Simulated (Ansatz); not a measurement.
# SiGe3Ru: one candidate of a structure search

The task: take a trial cell of SiGe3Ru to zero force and stress.

Program: Ansatz 0.2.0. Level of theory: DFT PBE, scalar-relativistic, plane waves, PAW. These are calculated values, not measurements.

2 further runs of the same task are left out: 1 that didn't finish, 1 set aside as unsound or not needed.

## (1) The starting structure

The structure is tetragonal, space group P4/mmm (No. 123). The conventional cell has a = 3.768 Å, b = 3.768 Å, c = 6.937 Å, α = 90.00°, β = 90.00°, γ = 90.00°. Around Si (site symmetry 4/mmm) lie 8 Ge at 2.98 Å. Around Ge (site symmetry 4mm) lie 1 Ru at 2.13 Å and 1 Ge at 2.68 Å and 4 Si at 2.98 Å. Ge (site symmetry 4/mmm) has 4 Ru at 2.66 Å as nearest neighbours. Ru (site symmetry 4/mmm) has 2 Ge at 2.13 Å as nearest neighbours.

Coordinates:

```xyz
5
Lattice="3.7683 0.0000 0.0000 0.0000 3.7683 0.0000 0.0000 0.0000 6.9368" Properties=species:S:1:pos:R:3 pbc="T T T"
Si    0.0000    0.0000    3.4684
Ge    1.8842    1.8842    2.1293
Ge    1.8842    1.8842    4.8076
Ge    0.0000    0.0000    0.0000
Ru    1.8842    1.8842    0.0000
```

The cell is invented: random cell by space group and Wyckoff sites (P4/mmm, No. 123). Its size is a rough estimate.

## (2) Probe: one point on a coarse mesh

The input, input.yaml:

```yaml
crystal:
  lattice:
    - [3.76830719, 0.0, 0.0]
    - [0.0, 3.76830719, 0.0]
    - [0.0, 0.0, 6.93682046]
  atoms:
    - { symbol: Si, position: [0.0, 0.0, 0.5] }
    - { symbol: Ge, position: [0.5, 0.5, 0.30695039] }
    - { symbol: Ge, position: [0.5, 0.5, 0.69304961] }
    - { symbol: Ge, position: [0.0, 0.0, 0.0] }
    - { symbol: Ru, position: [0.5, 0.5, 0.0] }
basis:
  ecutwfc: 420
kpoints:
  mp_grid: { grid: [4, 4, 4] }
hamiltonian:
  xc: pbe
scf:
  occupations: { method: gaussian, width: 0.1 }
  lower_state_search: "off"
output:
  forces: true
  stress: true
  eigenvalues: true
```

The run is started by

```
> ansatz run input.yaml --threads 1 --pin off --max-ram 2560MiB --backend cpu --events-out ev --progress --plain --runs-dir out
```

What it wrote, shortened:

```text
[...]
SCF converged after 7 iterations
Free energy (F): -19396.203359 eV
[...]
E sigma→0 (E₀):  -19396.202293 eV
Entropy (-TS):   -0.002132 eV (-0.426 meV/atom)
Fermi energy:    10.488819 eV
[...]
--- Forces (eV/Å), atoms counted from 1 ---
  atom   1  Si    -0.00000000     0.00000000     0.00000000
  atom   2  Ge     0.00000000     0.00000000     5.34072360
  atom   3  Ge     0.00000000     0.00000000    -5.34072360
  atom   4  Ge     0.00000000     0.00000000     0.00000000
  atom   5  Ru     0.00000000    -0.00000000     0.00000000
[...]
--- Stress (GPa, compression-positive) ---
      -11.729456       0.000000       0.000000
        0.000000     -11.729456       0.000000
        0.000000       0.000000      31.111254
  P = ⅓ Tr σ = 2.5508 GPa (25.508 kbar)
--- Band table (eV; the first three rows and the last of 18) ---
[...]
```

Wall time 9.3 s (1 thread of Intel Xeon at 2.50GHz (Skylake/Cascade Lake), shared host); peak memory 0.4 GiB.

Read-out: pressure 2.6 GPa, largest force 5.34 eV/Å, gap on this mesh none (metal). A cheap, loose relaxation comes first.

## (3) A loose first relaxation

input.yaml, as its differences from that of step 2:

```diff
@@ -24 +24,6 @@
   eigenvalues: true
+relax:
+  adjacent_minimum: "off"
+  f_tol: 0.04
+  max_steps: 70
+  cell: { stress_tol: 0.4 }
```

The run is started by

```
> ansatz run input.yaml --threads 1 --pin off --max-ram 2560MiB --backend cpu --events-out ev --progress --plain --runs-dir out
```

What it wrote:

```text
Warning: RAYON_NUM_THREADS=1 ignored (pool sized by the plan → 1); use --threads N
Engine: ansatz 0.2.0, x86_64-unknown-linux-gnu
Pseudopotentials: kind: paw
Pseudopotential: Si, paw, valence charge 4, recommended cutoff 420 eV (normal), Si.paw.azcp
Pseudopotential: Ge, paw, valence charge 14, recommended cutoff 420 eV (normal), Ge.paw.azcp
Pseudopotential: Ru, paw, valence charge 16, recommended cutoff 420 eV (normal), Ru.paw.azcp
Functional definition: PBE
  parameter kappa = 0.804
  parameter beta = 0.06672455060314922
  exchange = pbe_x(kappa = kappa, mu = beta*pi^2/3)
  correlation = pbe_c(beta = beta)
Crystal: 5 atoms, lattice volume = 98.504 Å³
Basis set: ecut = 420 eV, 1927 PW (Γ), exchange–correlation on 54×54×96 points (8 copies of the dense FFT grid, shifted against one another)
Bands: 38, of which v1, the nominal top of the filled ones, is band 31 counted from 1 (30 counted from 0)
Symmetry: 16 space group operations
Space group: P4/mmm (ITA 123), of the structure as read, at distance tolerance 4.6e-5 Å
k-points: 18 of 64
Non-local potential: Si, projectors of the file, l = 0: 2, l = 1: 2, l = 2: 2
Non-local potential: Ge, projectors of the file, l = 0: 2, l = 1: 2, l = 2: 3, l = 3: 1
Non-local potential: Ru, projectors of the file, l = 0: 3, l = 1: 2, l = 2: 2, l = 3: 1
PAW form: soft (Blöchl's): semilocal exchange-correlation on the pseudo side does not see the compensation charge
PAW one-centre angular grid: Si, 110 points (default); XC on 64 Gauss nodes
PAW one-centre angular grid: Ge, 590 points (default); XC on 64 Gauss nodes
PAW one-centre angular grid: Ru, 590 points (default); XC on 64 Gauss nodes
Initial density: superposition of atomic densities (neutral atoms: chi_scale 0, normalization atom), corrected by the library's trained network
Initial wavefunctions: pseudopotential atomic-orbital guess
Functional: x = pbe(κ = 0.804, μ = 0.2195149727645171), c = pbe(β = 0.06672455060314922)
SCF iter   1: F=—  HF=-19396.220601 eV  |F-HF|=—  |Δ(HF+E_count)|=         —  Δρ=7.64e-3  dr2=8.81e-2  ethr=1.77e-3  ⟨swp⟩=6.0  Hψ=2569  notcnv=0
preconditioner: auto → Resta (q_TF=auto, 2.526 Å⁻¹)  ε∞=3.3  [insulator: Δε(μ)=0.243 eV  Ē_g=18.184 eV  σ=0.100 eV  W_gap=0.91  n_scr=28 (ndim 8)  ℏωp=27.5 eV  f_vac=0.000  D(μ)=0.16/eV (n_scr^D=0)  ε∞_Penn≈3.3]
SCF iter   2: F=—  HF=-19396.206254 eV  |F-HF|=—  |Δ(HF+E_count)|=   1.43e-2  Δρ=3.32e-3  dr2=1.49e-2  ethr=1.42e-4  ⟨swp⟩=1.3  Hψ=837  notcnv=0  defer=1
SCF iter   3: F=—  HF=-19396.203365 eV  |F-HF|=—  |Δ(HF+E_count)|=   2.89e-3  Δρ=6.47e-4  dr2=4.01e-4  ethr=2.41e-5  ⟨swp⟩=2.0  Hψ=791  notcnv=0  defer=1
SCF iter   4: F=—  HF=-19396.203345 eV  |F-HF|=—  |Δ(HF+E_count)|=   2.02e-5  Δρ=1.78e-4  dr2=2.71e-5  ethr=6.47e-7  ⟨swp⟩=2.0  Hψ=1136  notcnv=0  defer=1
SCF iter   5: F=—  HF=-19396.203358 eV  |F-HF|=—  |Δ(HF+E_count)|=   1.33e-5  Δρ=6.78e-5  dr2=3.20e-6  ethr=4.37e-8  ⟨swp⟩=2.0  Hψ=1090  notcnv=0  defer=1
SCF iter   6: F=—  HF=-19396.203359 eV  |F-HF|=—  |Δ(HF+E_count)|=   1.18e-6  Δρ=1.38e-5  dr2=1.43e-7  ethr=5.17e-9  ⟨swp⟩=2.0  Hψ=1138  notcnv=0  defer=1
SCF iter   7: F=-19396.203359 eV  HF=-19396.203359 eV  |F-HF|=6.26e-10  |Δ(HF+E_count)|=   6.93e-8  Δρ=1.78e-6  dr2=2.53e-9  ethr=1.61e-10  ⟨swp⟩=8.2  Hψ=2720  notcnv=0
SCF 1 converged in 7 iterations: F = -19396.203359 eV  dr2 = 2.53e-9
relax step   1: F+E_penalty+E_count = -19396.20335944 eV  Δ(F+E_penalty+E_count) = +0.000e0 eV  max|allowed force component| = 5.341e0 eV/Å  Δτ_max = 0.0000 Å  P = +2.551 GPa  Ω = 98.504 Å³  (7 SCF iters, dr2 threshold 1.00e-7 eV, accepted)
Crystal: 5 atoms, lattice volume = 92.247 Å³
Basis set: ecut = 420 eV, 1779 PW (Γ), exchange–correlation on 54×54×96 points (8 copies of the dense FFT grid, shifted against one another)
Initial density: handed on by an earlier stage of this run
Initial wavefunctions: those handed on with the density
iter 1 solved again at ethr=1.62e-3 eV; its pass at ethr=3.10e-3 eV (dr2=1.01e0 eV) is discarded
SCF iter   1: F=—  HF=-19398.059979 eV  |F-HF|=—  |Δ(HF+E_count)|=         —  Δρ=2.17e-2  dr2=9.92e-1  ethr=1.62e-3  ⟨swp⟩=1.0  Hψ=3593  notcnv=0
preconditioner: auto → Resta (q_TF=auto, 2.553 Å⁻¹)  ε∞=3.4  [insulator: Δε(μ)=0.289 eV  Ē_g=18.472 eV  σ=0.100 eV  W_gap=0.60  n_scr=28 (ndim 8)  ℏωp=28.4 eV  f_vac=0.000  D(μ)=2.96/eV (n_scr^D=16)  ε∞_Penn≈3.4]
SCF iter   2: F=—  HF=-19397.982037 eV  |F-HF|=—  |Δ(HF+E_count)|=   7.79e-2  Δρ=9.47e-3  dr2=1.82e-1  ethr=1.60e-3  ⟨swp⟩=2.0  Hψ=760  notcnv=0
preconditioner: auto → Kerker (q_TF=auto, 2.553 Å⁻¹)  [metal: Δε(μ)=0.072 eV  Ē_g=18.470 eV  σ=0.100 eV  W_gap=0.37  n_scr=28 (ndim 8)  ℏωp=28.4 eV  f_vac=0.000  D(μ)=2.68/eV (n_scr^D=16)]
SCF iter   3: F=—  HF=-19397.963462 eV  |F-HF|=—  |Δ(HF+E_count)|=   1.86e-2  Δρ=1.58e-3  dr2=2.56e-3  ethr=2.93e-4  ⟨swp⟩=1.7  Hψ=850  notcnv=0  defer=6
SCF iter   4: F=—  HF=-19397.963315 eV  |F-HF|=—  |Δ(HF+E_count)|=   1.47e-4  Δρ=4.38e-4  dr2=3.28e-4  ethr=4.13e-6  ⟨swp⟩=2.0  Hψ=1166  notcnv=0  defer=7
SCF iter   5: F=—  HF=-19397.963292 eV  |F-HF|=—  |Δ(HF+E_count)|=   2.28e-5  Δρ=2.25e-4  dr2=7.22e-5  ethr=5.30e-7  ⟨swp⟩=2.0  Hψ=1072  notcnv=0  defer=7
SCF iter   6: F=—  HF=-19397.963255 eV  |F-HF|=—  |Δ(HF+E_count)|=   3.73e-5  Δρ=9.21e-5  dr2=1.28e-5  ethr=1.17e-7  ⟨swp⟩=2.0  Hψ=1106  notcnv=0  defer=7
SCF iter   7: F=—  HF=-19397.963254 eV  |F-HF|=—  |Δ(HF+E_count)|=   9.42e-7  Δρ=2.35e-5  dr2=8.70e-7  ethr=2.06e-8  ⟨swp⟩=2.0  Hψ=843  notcnv=0  defer=7
SCF iter   8: F=-19397.963253 eV  HF=-19397.963253 eV  |F-HF|=4.92e-8  |Δ(HF+E_count)|=   8.88e-8  Δρ=6.52e-6  dr2=7.79e-8  ethr=8.06e-10  ⟨swp⟩=8.2  Hψ=2586  notcnv=0
SCF 2 converged in 8 iterations: F = -19397.963253 eV  dr2 = 7.79e-8
relax step   2: F+E_penalty+E_count = -19397.96325344 eV  Δ(F+E_penalty+E_count) = -1.760e0 eV  max|allowed force component| = 3.146e-1 eV/Å  Δτ_max = 0.1406 Å  P = -0.209 GPa  Ω = 92.247 Å³  energy of the carried Pulay correction = +1.531e-3 eV  (8 SCF iters, dr2 threshold 5.00e-7 eV, accepted)
Crystal: 5 atoms, lattice volume = 86.054 Å³
Basis set: ecut = 420 eV, 1669 PW (Γ), exchange–correlation on 54×54×96 points (8 copies of the dense FFT grid, shifted against one another)
iter 1 solved again at ethr=7.96e-4 eV; its pass at ethr=3.10e-3 eV (dr2=4.94e-1 eV) is discarded
SCF iter   1: F=—  HF=-19398.237278 eV  |F-HF|=—  |Δ(HF+E_count)|=         —  Δρ=1.38e-2  dr2=4.87e-1  ethr=7.96e-4  ⟨swp⟩=1.0  Hψ=3636  notcnv=0
preconditioner: auto → Kerker (q_TF=auto, 2.583 Å⁻¹)  [metal: Δε(μ)=0.036 eV  Ē_g=18.779 eV  σ=0.100 eV  W_gap=0.20  n_scr=26 (ndim 8)  ℏωp=29.4 eV  f_vac=0.000  D(μ)=4.67/eV (n_scr^D=46)]
SCF iter   2: F=—  HF=-19398.213408 eV  |F-HF|=—  |Δ(HF+E_count)|=   2.39e-2  Δρ=6.66e-3  dr2=1.49e-1  ethr=7.85e-4  ⟨swp⟩=1.0  Hψ=684  notcnv=0
SCF iter   3: F=—  HF=-19398.199425 eV  |F-HF|=—  |Δ(HF+E_count)|=   1.40e-2  Δρ=1.72e-3  dr2=1.20e-2  ethr=2.40e-4  ⟨swp⟩=1.1  Hψ=685  notcnv=0
SCF iter   4: F=—  HF=-19398.198363 eV  |F-HF|=—  |Δ(HF+E_count)|=   1.06e-3  Δρ=5.78e-4  dr2=5.90e-4  ethr=1.94e-5  ⟨swp⟩=1.7  Hψ=776  notcnv=0
SCF iter   5: F=—  HF=-19398.198345 eV  |F-HF|=—  |Δ(HF+E_count)|=   1.82e-5  Δρ=3.30e-4  dr2=1.41e-4  ethr=9.51e-7  ⟨swp⟩=2.0  Hψ=1103  notcnv=0
SCF iter   6: F=—  HF=-19398.198227 eV  |F-HF|=—  |Δ(HF+E_count)|=   1.18e-4  Δρ=1.31e-4  dr2=1.44e-5  ethr=2.27e-7  ⟨swp⟩=2.0  Hψ=1123  notcnv=0
SCF iter   7: F=—  HF=-19398.198227 eV  |F-HF|=—  |Δ(HF+E_count)|=   1.35e-7  Δρ=2.85e-5  dr2=6.72e-7  ethr=2.32e-8  ⟨swp⟩=2.0  Hψ=1073  notcnv=0
SCF iter   8: F=-19398.198226 eV  HF=-19398.198226 eV  |F-HF|=2.27e-8  |Δ(HF+E_count)|=   3.18e-7  Δρ=6.28e-6  dr2=2.94e-8  ethr=8.06e-10  ⟨swp⟩=5.7  Hψ=2793  notcnv=0
SCF 3 converged in 8 iterations: F = -19398.198226 eV  dr2 = 2.94e-8
relax step   3: F+E_penalty+E_count = -19398.19822625 eV  Δ(F+E_penalty+E_count) = -2.350e-1 eV  max|allowed force component| = 1.562e-1 eV/Å  Δτ_max = 0.0027 Å  P = +6.900 GPa  Ω = 86.054 Å³  energy of the carried Pulay correction = +3.149e-3 eV  (8 SCF iters, dr2 threshold 5.00e-7 eV, accepted)
[... from here on, the SCF cycles and remarks between the steps are left out ...]
relax step   4: F+E_penalty+E_count = -19398.30047017 eV  Δ(F+E_penalty+E_count) = -1.022e-1 eV  max|allowed force component| = 1.147e-1 eV/Å  Δτ_max = 0.0239 Å  P = -0.510 GPa  Ω = 91.583 Å³  energy of the carried Pulay correction = +1.700e-3 eV  (7 SCF iters, dr2 threshold 5.00e-7 eV, accepted)
relax step   5: F+E_penalty+E_count = -19398.30895316 eV  Δ(F+E_penalty+E_count) = -8.483e-3 eV  max|allowed force component| = 8.760e-2 eV/Å  Δτ_max = 0.0063 Å  P = -0.167 GPa  Ω = 91.238 Å³  energy of the carried Pulay correction = +1.788e-3 eV  (6 SCF iters, dr2 threshold 5.00e-7 eV, accepted)
relax step   6: F+E_penalty+E_count = -19398.31429897 eV  Δ(F+E_penalty+E_count) = -5.346e-3 eV  max|allowed force component| = 1.727e-1 eV/Å  Δτ_max = 0.0041 Å  P = -0.009 GPa  Ω = 91.143 Å³  energy of the carried Pulay correction = +1.812e-3 eV  (6 SCF iters, dr2 threshold 5.00e-7 eV, accepted)
relax step   7: F+E_penalty+E_count = -19398.31704484 eV  Δ(F+E_penalty+E_count) = -2.746e-3 eV  max|allowed force component| = 5.390e-2 eV/Å  Δτ_max = 0.0168 Å  P = +0.010 GPa  Ω = 91.281 Å³  energy of the carried Pulay correction = +1.777e-3 eV  (6 SCF iters, dr2 threshold 5.00e-7 eV, accepted)
relax step   8: F+E_penalty+E_count = -19398.31799233 eV  Δ(F+E_penalty+E_count) = -9.475e-4 eV  max|allowed force component| = 1.096e-2 eV/Å  Δτ_max = 0.0013 Å  P = -0.018 GPa  Ω = 91.258 Å³  energy of the carried Pulay correction = +1.783e-3 eV  (6 SCF iters, dr2 threshold 5.00e-7 eV, accepted)
relax step   9: F+E_penalty+E_count = -19398.32040072 eV  Δ(F+E_penalty+E_count) = -2.408e-3 eV  max|allowed force component| = 7.653e-3 eV/Å  Δτ_max = 0.0000 Å  P = +0.091 GPa  Ω = 91.258 Å³  stress off target by 4.42e-1 GPa  SCF on the basis re-selected at this cell (its energy is not comparable with the rows above)  (7 SCF iters)
relax step  10: F+E_penalty+E_count = -19398.32075713 eV  Δ(F+E_penalty+E_count) = -3.564e-4 eV  max|allowed force component| = 5.096e-4 eV/Å  Δτ_max = 0.0016 Å  P = +0.035 GPa  Ω = 91.352 Å³  energy of the carried Pulay correction = -2.267e-5 eV  (6 SCF iters, dr2 threshold 4.89e-7 eV, accepted)
iter 1 solved again at ethr=6.30e-8 eV; its pass at ethr=3.10e-3 eV (dr2=3.91e-5 eV) is discarded
SCF iter   1: F=—  HF=-19398.320468 eV  |F-HF|=—  |Δ(HF+E_count)|=         —  Δρ=1.70e-4  dr2=5.51e-7  ethr=6.30e-8  ⟨swp⟩=3.0  Hψ=4334  notcnv=0
preconditioner: auto → Kerker (q_TF=auto, 2.558 Å⁻¹)  [metal: Δε(μ)=0.059 eV  Ē_g=18.504 eV  σ=0.100 eV  W_gap=0.32  n_scr=26 (ndim 8)  ℏωp=28.5 eV  f_vac=0.000  D(μ)=1.70/eV (n_scr^D=8)]
SCF iter   2: F=—  HF=-19398.320741 eV  |F-HF|=—  |Δ(HF+E_count)|=   2.73e-4  Δρ=8.64e-5  dr2=1.42e-7  ethr=8.88e-10  ⟨swp⟩=2.0  Hψ=929  notcnv=0
iter 3 did not close the SCF: its close was put off for the readings that it lacked (scf_convergence_deferred on its scf_iter line)
SCF iter   3: F=-19398.320786 eV  HF=-19398.320786 eV  |F-HF|=2.47e-10  |Δ(HF+E_count)|=   4.41e-5  Δρ=6.47e-7  dr2=2.07e-10  ethr=2.30e-10  ⟨swp⟩=1.2  Hψ=687  notcnv=0
iter 4 did not close the SCF: its close was put off for the readings that it lacked (scf_convergence_deferred on its scf_iter line)
SCF iter   4: F=-19398.320786 eV  HF=-19398.320786 eV  |F-HF|=9.09e-11  |Δ(HF+E_count)|=  4.40e-10  Δρ=2.70e-7  dr2=1.06e-10  ethr=1.00e-12  ⟨swp⟩=2.0  Hψ=1098  notcnv=0
iter 5 did not close the SCF: its close was put off for the readings that it lacked (scf_convergence_deferred on its scf_iter line)
SCF iter   5: F=-19398.320786 eV  HF=-19398.320786 eV  |F-HF|=2.91e-11  |Δ(HF+E_count)|=  1.09e-11  Δρ=1.20e-7  dr2=4.12e-11  ethr=1.00e-12  ⟨swp⟩=1.0  Hψ=684  notcnv=0
iter 6 did not close the SCF: its close was put off for the readings that it lacked (scf_convergence_deferred on its scf_iter line)
SCF iter   6: F=-19398.320786 eV  HF=-19398.320786 eV  |F-HF|=1.09e-11  |Δ(HF+E_count)|=    0.00e0  Δρ=4.04e-8  dr2=3.08e-12  ethr=1.00e-12  ⟨swp⟩=1.0  Hψ=684  notcnv=0
SCF iter   7: F=-19398.320786 eV  HF=-19398.320786 eV  |F-HF|=3.64e-12  |Δ(HF+E_count)|=  7.28e-12  Δρ=1.75e-8  dr2=3.29e-13  ethr=1.00e-12  ⟨swp⟩=1.2  Hψ=1443  notcnv=0
SCF 11 converged in 7 iterations: F = -19398.320786 eV  dr2 = 3.29e-13
relax step  11: F+E_penalty+E_count = -19398.32078560 eV  Δ(F+E_penalty+E_count) = -2.847e-5 eV  max|allowed force component| = 5.303e-4 eV/Å  Δτ_max = 0.0000 Å  P = +0.035 GPa  Ω = 91.352 Å³  stress off target by 3.78e-2 GPa  SCF on the basis re-selected at this cell (its energy is not comparable with the rows above)  (7 SCF iters)
basis re-selected at this cell: Δ(F+E_penalty+E_count) = -2.847e-5 eV, ΔP = -0.000 GPa vs the last step (what re-selecting the basis moved, of the pressure what is left beyond the Pulay correction that the steps carried, after the strain that the cell walked since its last selection, with what the two solves' SCF thresholds leave and, on support functions, any second-order correction that the steps lacked; it is no measure of the basis error at this ecutwfc). This SCF's stress stands 3.78e-2 GPa from its target on what of the cell is left free (relax.cell.stress_tol is 4.00e-1 GPa) and its largest allowed force component is 5.30e-4 eV/Å (relax.f_tol is 4.00e-2 eV/Å): within both
SCF converged after 7 iterations
Free energy (F): -19398.320786 eV
Harris-Foulkes:  -19398.320786 eV  (|F-HF|=3.64e-12)
Internal energy: -19398.312287 eV  (E = F + TS)
E sigma→0 (E₀):  -19398.316536 eV
Entropy (-TS):   -0.008498 eV (-1.700 meV/atom)
Fermi energy:    11.665147 eV
--- Per-component energies (eV) ---
  E_band       = -527.797680
  E_kinetic    = 888.572222
  E_local      = -9619.687067  (includes V_loc(G=0)·N_el)
  E_nonlocal   = 1621.222152
  E_hartree    = 4107.127641
  E_xc         = -472.274817
  E_vxc        = -479.356528  (∫ρ·V_xc dr)
  E_paw        = -10027.767350  (= ΣΔE_a)
  E_vpaw       = -1152.804621  (= ΣTr[D̂ρ^β])
  E_aug_tail   = 0.000895  (compensation charges beyond the density's cutoff)
  E_ewald      = -5895.505963
  E_smearing   = -0.008498  (= −TS)
  E_closure    = -0.000000  (closes the sum)
  Σ components = -19398.320786   (vs F -19398.320786, Δ=0.00e0)
--- Forces (eV/Å), atoms counted from 1 ---
  atom   1  Si     0.00000000     0.00000000     0.00000000
  atom   2  Ge     0.00000000     0.00000000    -0.00053035
  atom   3  Ge     0.00000000     0.00000000     0.00053035
  atom   4  Ge    -0.00000000     0.00000000     0.00000000
  atom   5  Ru    -0.00000000    -0.00000000     0.00000000
  max |Σ_I F_I| component: 1.90e-29 eV/Å
--- Stress (GPa, compression-positive) ---
        0.033600       0.000000       0.000000
        0.000000       0.033600       0.000000
        0.000000       0.000000       0.037810
  P = ⅓ Tr σ = 0.0350 GPa (0.350 kbar)
--- Band table (eV; the first three rows and the last of 18) ---
  k-point 0: bands = ["-60.6087", "-30.7080", "-30.7080", "-30.6416", "-13.2240", "-13.1535", "-13.1535", "-13.1234", "-13.1080", "-13.1021", "-13.1010", "-13.0838", "-13.0802", "-13.0745", "-13.0582", "-13.0582", "-13.0246", "-13.0246", "-13.0045", "-0.9663", "1.1907", "2.4097", "6.2638", "8.4819", "9.9635", "10.1283", "10.1283", "10.1308", "10.8822", "10.8822", "11.1677", "13.6336", "13.6336", "13.7824", "13.8009", "14.9795", "14.9795", "15.3653"]
  k-point 1: bands = ["-60.6087", "-30.7080", "-30.7080", "-30.6416", "-13.2240", "-13.1536", "-13.1536", "-13.1233", "-13.1077", "-13.1025", "-13.0968", "-13.0840", "-13.0800", "-13.0745", "-13.0580", "-13.0580", "-13.0247", "-13.0247", "-13.0086", "-0.8880", "0.8179", "2.8192", "6.2786", "8.4822", "9.5583", "10.0128", "10.0128", "10.1308", "10.9855", "11.1313", "11.1313", "13.2911", "13.2911", "13.8344", "14.6742", "15.2068", "15.2068", "15.3382"]
  k-point 2: bands = ["-60.6087", "-30.7080", "-30.7080", "-30.6416", "-13.2240", "-13.1538", "-13.1538", "-13.1233", "-13.1073", "-13.1029", "-13.0923", "-13.0843", "-13.0798", "-13.0744", "-13.0577", "-13.0577", "-13.0248", "-13.0248", "-13.0132", "-0.7904", "0.5228", "3.1414", "6.2966", "8.4826", "9.1791", "9.9297", "9.9297", "10.1308", "10.8406", "11.3894", "11.3894", "12.9605", "12.9605", "14.3095", "14.9827", "15.3121", "15.3805", "15.3805"]
  k-point 17: bands = ["-60.6039", "-30.7529", "-30.7529", "-30.6336", "-13.2124", "-13.1640", "-13.1640", "-13.1183", "-13.1043", "-13.0972", "-13.0798", "-13.0680", "-13.0663", "-13.0663", "-13.0650", "-13.0310", "-13.0310", "-13.0218", "-12.9979", "2.7948", "3.5274", "5.0190", "5.7100", "6.4728", "6.4728", "8.5054", "8.5054", "9.3928", "9.3928", "10.6835", "10.7549", "11.4012", "11.4278", "11.4278", "11.4762", "12.2846", "14.1058", "14.1376"]
--- Relaxed structure (9 steps of the walk, 9 accepted, 2 SCFs on fresh bases) ---
  F+E_penalty+E_count = -19398.32078560 eV   max|allowed force component| = 5.303e-4 eV/Å   (the final SCF, on the basis selected at the relaxed cell)
  cell:  # Å, volume = 91.3521 Å³
    - [3.429471982799714, 1.964320942663495e-35, 0.0]
    - [-6.0893949222568346e-34, 3.429471982799714, 0.0]
    - [0.0, 0.0, 7.767194677804781]
  atoms:
    - { symbol: Si, position: [2.188886527572599e-34, -5.693820117326754e-35, 0.5] }
    - { symbol: Ge, position: [0.5, 0.5, 0.32164740549810994] }
    - { symbol: Ge, position: [0.5, 0.5, 0.6783525945018901] }
    - { symbol: Ge, position: [4.3290601481105655e-34, 6.947578544283697e-36, 0.0] }
    - { symbol: Ru, position: [0.5, 0.5, 0.0] }
```

Run time: 1.9 min. Hardware: 1 thread of Intel Xeon at 2.50GHz (Skylake/Cascade Lake), shared host; peak memory 0.43 GiB.

The steps of the relaxation:

| step | energy from step 1 (eV/cell) | largest force component (eV/Å) | pressure (GPa) | volume (Å³) |
| --- | --- | --- | --- | --- |
| 1 | 0.0000 | 5.3407 | 2.55 | 98.50 |
| 2 | -1.7599 | 0.3146 | -0.21 | 92.25 |
| 3 | -1.9949 | 0.1562 | 6.90 | 86.05 |
| 4 | -2.0971 | 0.1147 | -0.51 | 91.58 |
| 5 | -2.1056 | 0.0876 | -0.17 | 91.24 |
| 6 | -2.1109 | 0.1727 | -0.01 | 91.14 |
| 7 | -2.1137 | 0.0539 | 0.01 | 91.28 |
| 8 | -2.1146 | 0.0110 | -0.02 | 91.26 |
| 9 | -2.1170 | 0.0077 | 0.09 | 91.26 |
| 10 | -2.1174 | 0.0005 | 0.04 | 91.35 |
| 11 | -2.1174 | 0.0005 | 0.04 | 91.35 |

Step 1 is the start. Steps 9, 11 each repeat the geometry before them on a plane-wave basis chosen anew, so the energy can jump there without any move.

|  | before | after | change |
| --- | --- | --- | --- |
| a (Å) | 3.768 | 3.429 | -9.0 % |
| b (Å) | 3.768 | 3.429 | -9.0 % |
| c (Å) | 6.937 | 7.767 | +12.0 % |
| volume (Å³/atom) | 19.70 | 18.27 | -7.3 % |
| shortest distance (Å) | 2.129 | 2.425 | +13.9 % |
| space group (0.01 Å) | P4/mmm | P4/mmm | same |

The run keeps the 16 symmetry operations of the start, so it could not have lowered the symmetry.

[end of part 1 of 2]
